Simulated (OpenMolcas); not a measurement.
**Ni³⁺ among point charges: CASSCF and CASPT2 levels and susceptibility**

How does a field of 4 point charges split the states of Ni³⁺, and what χT follows?

Method: state-averaged CASSCF and CASPT2, spin-orbit coupling by RASSI with atomic mean-field integrals. Code: OpenMolcas 26.06.

### 1 What is computed

| Property | Result |
| --- | --- |
| Species | Ni³⁺ (nickel, Z = 28, 25 electrons) |
| Basis | ANO-RCC-VTZP [6s5p3d2f1g], 59 functions |
| Scalar Hamiltonian | DKH2, point nucleus |
| Inactive shells | 1s 2s 2p 3s 3p |
| Active space | 7 electrons in 5 orbitals (3d) |
| Some configurations of this space | 3d⁷ |
| Orbitals | optimised for each spin and parity, averaged over all roots |

The outer shells:

3d7
```
3d [↑↓][↑↓][↑ ][↑ ][↑ ]
```

The ion sits among 4 point charges of -1.2 e arranged as a tetrahedron (Td), 1.75 Å from the ion.

Each step is its own input file, run in one work folder so that later steps find the files of earlier ones. Labels, J, g values, rates, χT and fits are worked out afterwards by a script from the matrices that RASSI stores.

### 2 Basis and integrals

a.inp reads:

```
&GATEWAY
Coord
1

Ni 0.0 0.0 0.0
Basis=ANO-RCC-VTZP
Group=NoSym
NoMove
AngMom=0.0 0.0 0.0
AMFI
XField
4 Angstrom 0
1.010363 1.010363 1.010363 -1.200000
1.010363 -1.010363 -1.010363 -1.200000
-1.010363 1.010363 -1.010363 -1.200000
-1.010363 -1.010363 1.010363 -1.200000
&SEWARD
```

Command:

```console
OMP_NUM_THREADS=1 MOLCAS_MEM=1689 MOLCAS_PROJECT=a pymolcas a.inp > a.log
```

### 3 Reference wave functions, quartets, 10 roots

a.inp reads:

```
&RASSCF
FileOrb=start.orb
Symmetry=1
Spin=4
nActEl=7 0 0
Inactive=9
Ras2=5
CIRoot=10 10 1
SDav=10
CIMx=300
Iter=120 100
PrWF=0.3
OrbListing=Nothing
MaxOrb=0
>>> COPY $Project.JobIph JOB001
```

start.orb holds the contracted functions of the basis, ordered by shell, or the orbitals of the step before.

### 4 CASSCF: doublets, 40 roots

a.inp reads:

```
&RASSCF
FileOrb=start.orb
Symmetry=1
Spin=2
nActEl=7 0 0
Inactive=9
Ras2=5
CIRoot=40 40 1
SDav=40
CIMx=300
Iter=120 100
PrWF=0.3
OrbListing=Nothing
MaxOrb=0
>>> COPY $Project.JobIph JOB002
```

### 5 RASSI: spin-orbit coupling between the states

a.inp reads:

```
&RASSI
NrOfJobIphs=2 10 40
1 2 3 4 5 6 7 8 9 10
1 2 3 4 5 6 7 8 9 10 11 12 13 14 15 16 17 18 19 20 21 22 23 24 25 26 27
28 29 30 31 32 33 34 35 36 37 38 39 40
IphNames
JOB001
JOB002
EJob
SpinOrbit
DIPRint=1.0
SOCoupling=1000.0
Subsets=2
Property=9
'ANGMOM' 1 'ANGMOM' 2 'ANGMOM' 3 'MLTPL  1' 1 'MLTPL  1' 2 'MLTPL  1' 3
'AMFI' 1 'AMFI' 2 'AMFI' 3
SOProperty=3
'ANGMOM' 1 'ANGMOM' 2 'ANGMOM' 3
```

### 6 CASPT2: IPEA 0.25, imaginary shift 0.1 (closed shells correlated: 3s 3p)

a.inp reads:

```
>>> COPY JOB001 $Project.JobIph
&CASPT2
Multistate=10 1 2 3 4 5 6 7 8 9 10
NoMult
Frozen=5
IPEA=0.25
Imaginary=0.1
MaxIter=60
WThr=0.0 0.3 0.05
PrWF=0.5
NoMix
>>> COPY JOB002 $Project.JobIph
&CASPT2
Multistate=40 1 2 3 4 5 6 7 8 9 10 11 12 13 14 15 16 17 18 19 20 21 22
23 24 25 26 27 28 29 30 31 32 33 34 35 36 37 38 39 40
NoMult
Frozen=5
IPEA=0.25
Imaginary=0.1
MaxIter=60
WThr=0.0 0.3 0.05
PrWF=0.5
NoMix
```

(Steps that only read results are left out.)

Before running it: what results should come out? Wanted: spin-free ground state; first state of the same spin within the active space; lowest level; next level.

The runs gave:

```
                                            quantity                                                                        value
                                              method  SS-CASPT2, IPEA 0.25, imaginary shift 0.1 (closed shells correlated: 3s 3p)
                              spin-free ground state                                              4A2, 1-fold in its orbital part
first state of the same spin within the active space                                                              4T2 at 760 cm⁻¹
                                        lowest level                                                                    4-fold Γ8
                                          next level                                                                   646.6 cm⁻¹
                                         χT at 300 K                                                               4.76 cm³ K/mol
                           effective moment at 300 K                                                                      6.17 μB
```

Cost by method:

```
                                              method  time of its own steps  time with the reference
                                           A. CASSCF                   11 s                     11 s
B. SS-CASPT2, IPEA 0.25, imaginary shift 0.1, +3s 3p                   12 s                     23 s
```

Times are of one thread on a shared host.

The spin-free ground state (4A2) comes to 100 % from free-ion F terms and keeps the highest spin of the shell. χT at 300 K is 4.76, against 1.88 cm³ K/mol for the spin alone, so orbital moment adds to it. CASPT2 does not keep the components of a term degenerate, and the means are used. The field of point charges can differ much from that of real complexes. This is an electrostatic model: the charges have no orbitals.
